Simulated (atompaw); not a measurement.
# A PAW (atompaw) potential for W, from input to tests

Aim: build the potential from the settings below, then test how well it stands in for the atom: scattering, ghost states and the plane-wave cutoff that it needs.

Program: atompaw 4.2.0.5. Reference atom: PBEsol, scalar-relativistic, spherical and spin-unpolarised. All values are calculated.

## 1. The atom and the settings

The settings as typed:

| Quantity | Value |
| --- | --- |
| element | tungsten (W, Z = 74) |
| type | PAW |
| frozen core | [Kr] 4d10 4f14 |
| valence charge | 14 |
| reference configuration | 5s2 5p6 5d4.5 6s1.5 6p0 |
| partial waves | 5s (bound): rc 1.30 bohr; 6s (bound): rc 1.75 bohr; 5p (bound): rc 1.75 bohr; 6p (bound, empty): rc 2.50 bohr; 5d (bound): rc 2.50 bohr; 5d channel at 1.15 Ry: rc 2.50 bohr |
| local potential | troulliermartins scheme with l = 3 at 0 Ry, radius 1.95 bohr |
| core correction | smooth core density matched at 1.55 bohr |
| augmentation charge | besselshape compensation charge, radius 2.20 bohr; PAW radius 2.50 bohr; waves and projectors: custom polynom vanderbiltortho |

## 2. Generation

File W.input:

```
W 74
GGA-PBESOL scalarrelativistic loggrid 2001 logderivrange -8 5 326
6 6 5 4 0 0
6 0 1.5
6 1 0
5 2 4.5
0 0 0
c
c
c
c
v
v
c
c
c
v
v
c
c
v
c
2
2.50 2.20 1.95 1.55
n
n
y
1.15
n
custom polynom vanderbiltortho besselshape
3 0 troulliermartins
1.30
1.75
1.75
2.50
2.50
2.50
PWSCFOUT
UPFDX 0.0125d0 UPFXMIN -7.d0 UPFZMESH 74.d0
END
```

Run with:

```sh
$ atompaw < W.input > W.log
```

Q: Predict the outcome of this session. Wanted: cutoffs for 10 and 1 mRy, occupied levels; bound ghosts; largest phase difference near zero energy, channels read; lowest eigenvalue of the overlap; share of valence orbitals outside the PAW sphere; UPF file.

**Answer**, as computed:

| quantity | value |
| --- | --- |
| cutoffs for 10 and 1 mRy, occupied levels | 35 Ry and 55 Ry |
| bound ghosts | s at -60.69 eV |
| largest phase difference near zero energy, channels read | 0.086 rad |
| lowest eigenvalue of the overlap (Bessel basis) | 0.467 (s) |
| share of valence orbitals outside the PAW sphere | 5s 0 %, 6s 71 %, 5p 1 %, 6p 93 %, 5d 28 % |
| UPF file | written |

It has a bound ghost (s), a state that the atom doesn't have, and that rules the file out. By its cutoff, 35 Ry for the looser tolerance, it is soft on the atom. Near zero energy the largest phase difference among the channels read is 0.09 rad, in the p channel (at the energies tabulated). The pseudo curves have a pole with no partner nearby in the atom's: s at -4.46 Ry. Note that the frozen 4f shell (-32 eV) lies higher than the valence 5s shell (-78 eV). These are tests on the free atom; a crystal test is still owed.
